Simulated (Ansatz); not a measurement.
# CH4AlBO2: how energies converge with the basis set

How large a basis does CH4AlBO2 need? Two functionals are run in growing sets.

Program: Ansatz 0.2.0, Gaussian basis. Level of theory: one geometry, several basis sets. These are calculated values, not measurements.

Levels to be run: PBE0-D4/def2-SVP; ωB97M-V/def2-SVP; PBE0-D4/def2-QZVPP; ωB97M-V/def2-QZVPP; the functionals' def2-TZVPP values are taken from earlier runs.

### 1 Structure used throughout

The geometry comes from an earlier relaxation with PBE0-D4 in a triple-zeta def2 set; it is a stationary point, not always the lowest conformer.

9 atoms, charge 0, spin multiplicity 1.

Atoms are counted from 1 here; the program's logs count them from 0.

Bond lengths: B1–O2 1.375 Å, B1–H6 1.190 Å, B1–H7 1.192 Å, O2–C3 1.325 Å, C3–O4 1.250 Å, C3–Al5 1.944 Å, O4–Al5 1.959 Å, Al5–H8 1.577 Å, Al5–H9 1.577 Å. Angles: O2–B1–H6 115.5°, O2–B1–H7 119.6°, H6–B1–H7 124.8°, B1–O2–C3 124.6°, O2–C3–O4 119.8°, O2–C3–Al5 168.1°, O4–C3–Al5 72.0°, C3–O4–Al5 70.7°, C3–Al5–O4 37.4°, C3–Al5–H8 116.5°, C3–Al5–H9 117.1°, O4–Al5–H8 113.1°, O4–Al5–H9 113.1°, H8–Al5–H9 126.0°.

### 2 PBE0-D4 in def2-SVP

in.yaml reads:

```yaml
crystal:
  periodic: [false, false, false]
  atoms:
    - {symbol: B, position_ang: [1.614270, 1.134125, -0.896309]}
    - {symbol: O, position_ang: [0.740616, 1.082306, 0.164757]}
    - {symbol: C, position_ang: [-0.173066, 0.138680, 0.341975]}
    - {symbol: O, position_ang: [-0.780958, -0.330407, -0.644648]}
    - {symbol: Al, position_ang: [-1.466781, -1.158294, 0.992505]}
    - {symbol: H, position_ang: [2.241048, 2.141047, -0.996117]}
    - {symbol: H, position_ang: [1.736213, 0.184726, -1.605865]}
    - {symbol: H, position_ang: [-0.941155, -2.629726, 1.207645]}
    - {symbol: H, position_ang: [-2.881788, -0.608757, 1.418858]}
basis:
  gaussian: {orbitals: def2-SVP}
hamiltonian: {xc: pbe0, dispersion: d4}
output: {orbitals: {seedname: orbitals}}
```

Started as:

```console
> ansatz run in.yaml --threads 2 --pin off --events-out ev --progress --plain --max-ram 4352MiB
```

The program printed:

```text
Functional definition: PBE0
  name "PBE0"
  cite "Adamo & Barone, J. Chem. Phys. 110, 6158 (1999) doi:10.1063/1.478522"
  cite "Perdew, Burke & Ernzerhof, Phys. Rev. Lett. 77, 3865 (1996) doi:10.1103/PhysRevLett.77.3865"
  parent pbe
  parameter a = 0.25
  parameter kappa = 0.804
  parameter beta = 0.06672455060314922
  exchange = (1 - a)*pbe_x(kappa = kappa, mu = beta*pi^2/3) + a*exact_x
  correlation = pbe_c(beta = beta)
1056 factors; their error is unknown
mean field evaluation 1: about -12449.9321 eV, gradient 4.1e1 eV
mean field evaluation 2: about -12445.5429 eV, gradient 6.5e1 eV
mean field evaluation 4: about -12453.0243 eV, gradient 5.2e0 eV
mean field evaluation 8: about -12453.0725 eV, gradient 4.8e-2 eV
mean field evaluation 16: about -12453.1815 eV, gradient 3.0e-5 eV
mean field -12453.18154527 eV, -457.6459807190 hartree, gradient 3.0e-5 eV, S^2 0.000000; 0 other end points of the search recorded, 0 dependent functions left out
reference -12453.18157852 eV, -457.6459819411 hartree; 22, 22 occupied and 72, 72 virtual orbitals, 1056 factors
Total energy: -12453.31832217 eV, -457.6510071772 hartree
```

Wall time 1.2 s (2 threads of Arm Neoverse V2, shared host).

### 3 ωB97M-V in def2-SVP

Edit in.yaml of step 2 so:

```diff
@@ -14,3 +14,3 @@
   gaussian: {orbitals: def2-SVP}
-hamiltonian: {xc: pbe0, dispersion: d4}
+hamiltonian: {xc: {name: wB97M-V}}
 output: {orbitals: {seedname: orbitals}}
```

Same command.

The program printed, shortened:

```text
Functional definition: wB97M-V
  name "wB97M-V"
  cite "Mardirossian & Head-Gordon, J. Chem. Phys. 144, 214110 (2016) doi:10.1063/1.4952647"
  cite "Becke, J. Chem. Phys. 107, 8554 (1997) doi:10.1063/1.475007"
  cite "Vydrov & Van Voorhis, J. Chem. Phys. 133, 244103 (2010) doi:10.1063/1.3521275"
  # Of w^i u^j: cxij and so on, Table III.
[...]
  gx(w, u) = 1 - cx + cx01*u + cx10*w
  gss(w, u) = css00 + css04*u^4 + css10*w + css20*w^2 + css43*w^4*u^3
  gos(w, u) = cos00 + cos10*w + (cos20 + cos21*u)*w^2 + (cos60 + cos61*u)*w^6
[...]
      + integral(e_c_pw_mod_opposite_spin*gos(b97_w_opposite, b97_u_opposite)) + vv10(b, c)
1037 factors; their error is unknown
264 factors; integrals over basis functions are off by at most 1.3e-5 eV
[...]
mean field -12460.53834509 eV, -457.9163381259 hartree, gradient 4.0e-5 eV, S^2 0.000000; 0 other end points of the search recorded, 0 dependent functions left out
reference -12460.53839807 eV, -457.9163400729 hartree; 22, 22 occupied and 72, 72 virtual orbitals, 1037 factors
Total energy: -12460.53839807 eV, -457.9163400729 hartree
```

Wall time 5 s (2 threads of Arm Neoverse V2, shared host); peak memory 0.27 GiB.

### 4 PBE0-D4 in def2-QZVPP

Edit in.yaml of step 3 so:

```diff
@@ -13,4 +13,4 @@
 basis:
-  gaussian: {orbitals: def2-SVP}
-hamiltonian: {xc: {name: wB97M-V}}
+  gaussian: {orbitals: "def2-QZVPP.json"}
+hamiltonian: {xc: pbe0, dispersion: d4}
 output: {orbitals: {seedname: orbitals}}
```

Same command.

The program printed:

```text
Functional definition: PBE0
  name "PBE0"
  cite "Adamo & Barone, J. Chem. Phys. 110, 6158 (1999) doi:10.1063/1.478522"
  cite "Perdew, Burke & Ernzerhof, Phys. Rev. Lett. 77, 3865 (1996) doi:10.1103/PhysRevLett.77.3865"
  parent pbe
  parameter a = 0.25
  parameter kappa = 0.804
  parameter beta = 0.06672455060314922
  exchange = (1 - a)*pbe_x(kappa = kappa, mu = beta*pi^2/3) + a*exact_x
  correlation = pbe_c(beta = beta)
1381 factors; their error is unknown
mean field evaluation 1: about -12458.3043 eV, gradient 5.2e1 eV
mean field evaluation 2: about -12452.2607 eV, gradient 7.9e1 eV
mean field evaluation 4: about -12462.7392 eV, gradient 6.7e0 eV
mean field evaluation 8: about -12462.8219 eV, gradient 3.9e-1 eV
mean field -12462.82200042 eV, -458.0002609112 hartree, gradient 6.8e-5 eV, S^2 0.000000; 0 other end points of the search recorded, 0 dependent functions left out
reference -12462.82204754 eV, -458.0002626428 hartree; 22, 22 occupied and 396, 396 virtual orbitals, 1381 factors
Total energy: -12462.95879118 eV, -458.0052878790 hartree
```

It took 8.5 s on 2 threads of Arm Neoverse V2, shared host; peak memory 1.1 GiB.

### 5 ωB97M-V in def2-QZVPP

Edit in.yaml of step 4 so:

```diff
@@ -14,3 +14,3 @@
   gaussian: {orbitals: "def2-QZVPP.json"}
-hamiltonian: {xc: pbe0, dispersion: d4}
+hamiltonian: {xc: {name: wB97M-V}}
 output: {orbitals: {seedname: orbitals}}
```

Same command.

The program printed, shortened:

```text
Functional definition: wB97M-V
  name "wB97M-V"
  cite "Mardirossian & Head-Gordon, J. Chem. Phys. 144, 214110 (2016) doi:10.1063/1.4952647"
  cite "Becke, J. Chem. Phys. 107, 8554 (1997) doi:10.1063/1.475007"
  cite "Vydrov & Van Voorhis, J. Chem. Phys. 133, 244103 (2010) doi:10.1063/1.3521275"
  # Of w^i u^j: cxij and so on, Table III.
[...]
  gx(w, u) = 1 - cx + cx01*u + cx10*w
  gss(w, u) = css00 + css04*u^4 + css10*w + css20*w^2 + css43*w^4*u^3
  gos(w, u) = cos00 + cos10*w + (cos20 + cos21*u)*w^2 + (cos60 + cos61*u)*w^6
[...]
      + integral(e_c_pw_mod_opposite_spin*gos(b97_w_opposite, b97_u_opposite)) + vv10(b, c)
1338 factors; their error is unknown
372 factors; integrals over basis functions are off by at most 1.2e-5 eV
[...]
mean field -12470.34944463 eV, -458.2768893838 hartree, gradient 1.2e-5 eV, S^2 0.000000; 0 other end points of the search recorded, 0 dependent functions left out
reference -12470.34952349 eV, -458.2768922818 hartree; 22, 22 occupied and 396, 396 virtual orbitals, 1338 factors
Total energy: -12470.34952349 eV, -458.2768922818 hartree
```

Run time: 23 s. Hardware: 2 threads of Arm Neoverse V2, shared host; peak memory 1.4 GiB.

### 6 Functionals by basis

The def2-TZVPP values come from earlier runs at the same geometry.

```
functional       basis  functions  energy (eV)  from the largest (eV)  HOMO (eV)  LUMO (eV)
   PBE0-D4    def2-SVP         94  -12453.3183                  9.640      -8.13      -1.86
   PBE0-D4  def2-TZVPP        222  -12462.4248                  0.534      -8.12      -1.89
   PBE0-D4  def2-QZVPP        418  -12462.9588                  0.000      -8.12      -1.91
   ωB97M-V    def2-SVP         94  -12460.5384                  9.811     -10.44       0.40
   ωB97M-V  def2-TZVPP        222  -12469.8436                  0.506     -10.46       0.25
   ωB97M-V  def2-QZVPP        418  -12470.3495                  0.000     -10.47       0.18
```

### 7 What came out

| quantity | value |
| --- | --- |
| PBE0-D4: double and triple zeta above quadruple | 9.64, 0.53 eV |
| ωB97M-V: double and triple zeta above quadruple | 9.81, 0.51 eV |

In words: PBE0-D4 gains 9.11 eV from double to triple zeta, then 0.53 eV more. These are total energies; as a rule much of such shifts cancels in differences, which this series doesn't test.

For PBE0-D4 the largest set took about 7 times as long as the smallest (8.5 s against 1.2 s).
